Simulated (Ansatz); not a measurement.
# CH6Ge: the cost of one run

Program: Ansatz 0.2.0, Gaussian basis. Level of theory: PBE0-D4/def2-TZVP structures, single points in def2-TZVPP, no counterpoise correction. These are calculated values, not measurements.

Levels: SPW92, PBE-D4, BLYP-D4, r2SCAN-D4, B97M-V, PBE0-D4, B3LYP-D4, r2SCAN0-D4, BHLYP-D4, CAM-B3LYP-D4, wB97X-V, wB97M-V, B2PLYP, PBE-QIDH, RPA on PBE, Hartree-Fock, MP2, CCSD, CCSD(T).

Correlated methods freeze the cores. Filled d shells of the heavier atoms are correlated. B3LYP uses VWN-RPA correlation. B2PLYP carries no dispersion term here.

94 further runs of the same task are left out: 94 set aside as unsound or not needed.

### Step 1. Starting geometry

The complex: 12 atoms, charge 0, spin multiplicity 1.

Atoms are counted from 1 here; the program's logs count them from 0.

Bond lengths: Ge1–H2 1.541 Å, Ge1–H3 1.539 Å, Ge1–H4 1.538 Å, Ge1–C5 1.954 Å, C5–H8 1.091 Å, C5–H9 1.091 Å, C5–H10 1.091 Å, H6–As7 1.521 Å, As7–H11 1.521 Å, As7–H12 1.522 Å. Angles: H2–Ge1–H3 108.4°, H2–Ge1–H4 108.6°, H2–Ge1–C5 110.1°, H3–Ge1–H4 108.8°, H3–Ge1–C5 110.4°, H4–Ge1–C5 110.5°, Ge1–C5–H8 110.3°, Ge1–C5–H9 110.3°, Ge1–C5–H10 110.3°, H8–C5–H9 108.6°, H8–C5–H10 108.6°, H9–C5–H10 108.6°, H6–As7–H11 92.1°, H6–As7–H12 92.1°, H11–As7–H12 92.2°.

As a file:

```
Ge   -0.5548    0.5324    0.4703
H     0.8275    0.5485   -0.2107
H    -1.5086   -0.3157   -0.3894
H    -0.4122   -0.1281    1.8518
C    -1.2366    2.3545    0.6485
H     2.7314   -2.0978   -0.6425
As    1.3456   -2.7246   -0.6182
H    -1.3316    2.8208   -0.3328
H    -2.2167    2.3458    1.1267
H    -0.5580    2.9549    1.2556
H     1.0377   -2.2354   -2.0252
H     1.8760   -4.0552   -1.1341
```

Its parts: CH6Ge holds atoms 1, 2, 3, 4, 5, 8, 9, 10; AsH3 holds atoms 6, 7, 11, 12. Each part counts its atoms afresh in its own runs.

### Step 2. Relaxing CH6Ge alone

Input file relax-a/in.yaml:

```yaml
crystal:
  periodic: [false, false, false]
  atoms:
    - {symbol: Ge, position_ang: [-0.554765, 0.532441, 0.470299]}
    - {symbol: H, position_ang: [0.827539, 0.548506, -0.210715]}
    - {symbol: H, position_ang: [-1.508601, -0.315741, -0.389356]}
    - {symbol: H, position_ang: [-0.412207, -0.128130, 1.851835]}
    - {symbol: C, position_ang: [-1.236584, 2.354527, 0.648465]}
    - {symbol: H, position_ang: [-1.331591, 2.820846, -0.332787]}
    - {symbol: H, position_ang: [-2.216721, 2.345848, 1.126712]}
    - {symbol: H, position_ang: [-0.557976, 2.954865, 1.255593]}
basis:
  gaussian: {orbitals: def2-TZVP}
hamiltonian: {xc: pbe0, dispersion: d4}
relax: {f_tol: 0.005, max_steps: 200}
```

Run with:

```console
> ansatz run in.yaml --threads 8 --pin off --events-out ev --progress --plain --max-ram 19148MiB
```

**Question.** How long does this run take on 8 threads of Arm Neoverse V2, shared host?

About 2.2 s.
